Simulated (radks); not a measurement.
**Ar³⁺ in [He] 2s2 2p4 3s2 3p3 4s2: an all-electron calculation**

One table from this session's results is given with a row withheld; the runs are named, their logs left out.

Program: radks (a radial shooting solver on a logarithmic mesh, Libxc functionals) version 1. Level of theory: non-relativistic Kohn-Sham, BP86, spin-polarised, spherical densities, point nucleus; open shells are filled with parallel spins first. These are calculated values, not measurements, unless marked.

## Starting point

| Quantity | Value |
| --- | --- |
| element | argon (Z = 18) |
| charge | +3 |
| electrons | 15 |
| configuration | [He] 2s2 2p4 3s2 3p3 4s2 |

The outer shells:

Ar³⁺
```
[He] core
2s [↑↓]
2p [↑↓][↑ ][↑ ]
3s [↑↓]
3p [↑ ][↑ ][↑ ]
4s [↑↓]
```

Set-up of the first run:

The run's settings:

```text
Z 18
configuration [He] 2s2 2p4 3s2 3p3 4s2 3d0 4p0 5s0 4f0
relativity non-relativistic
functional b88,p86
spin polarised
nucleus point
```

The run is started by

```bash
$ python run_ks.py task.json out
```

This one command runs every case of the session in turn.

Among the steps run: Self-consistent calculation.

One of the session's tables, all rows but one given; the rest of the session is left out.

It belongs to the step «Shells». From the orbitals of this run (lengths in bohr):

| level | <r> | outermost maximum (interpolated) | 90 % within | nodes |
| --- | --- | --- | --- | --- |
| 1s up | 0.08614 | 0.0565 | 0.154 | 0 |
| 1s down | 0.08599 | 0.0565 | 0.153 | 0 |
| 2s up | 0.3984 | 0.331 | 0.617 | 1 |
| 2s down | 0.4008 | 0.333 | 0.621 | 1 |
| 2p up | ? | ? | ? | ? |
| 2p down | 0.3572 | 0.272 | 0.586 | 0 |
| 3s up | 1.140 | 1.02 | 1.68 | 2 |
| 3s down | 1.161 | 1.03 | 1.71 | 2 |
| 3p up | 1.172 | 1.03 | 1.76 | 1 |
| 3p down | 1.204 | 1.05 | 1.82 | 1 |
| 3d up | 1.197 | 0.960 | 1.89 | 0 |
| 3d down | 1.255 | 0.980 | 2.02 | 0 |
| 4s up | 2.685 | 2.52 | 3.82 | 3 |
| 4s down | 2.761 | 2.59 | 3.92 | 3 |
| 4p up | 2.896 | 2.71 | 4.15 | 2 |
| 4p down | 2.977 | 2.80 | 4.25 | 2 |
| 4f up | 3.692 | 3.20 | 5.54 | 0 |
| 4f down | 3.831 | 3.31 | 5.70 | 0 |

Q: Estimate the row for 2p up from the others.

**Answer.** <r>: 0.3537; outermost maximum (interpolated): 0.270; 90 % within: 0.579; nodes: 0. In the column «<r>» it lies between 1s up (0.08614) and 2p down (0.3572).
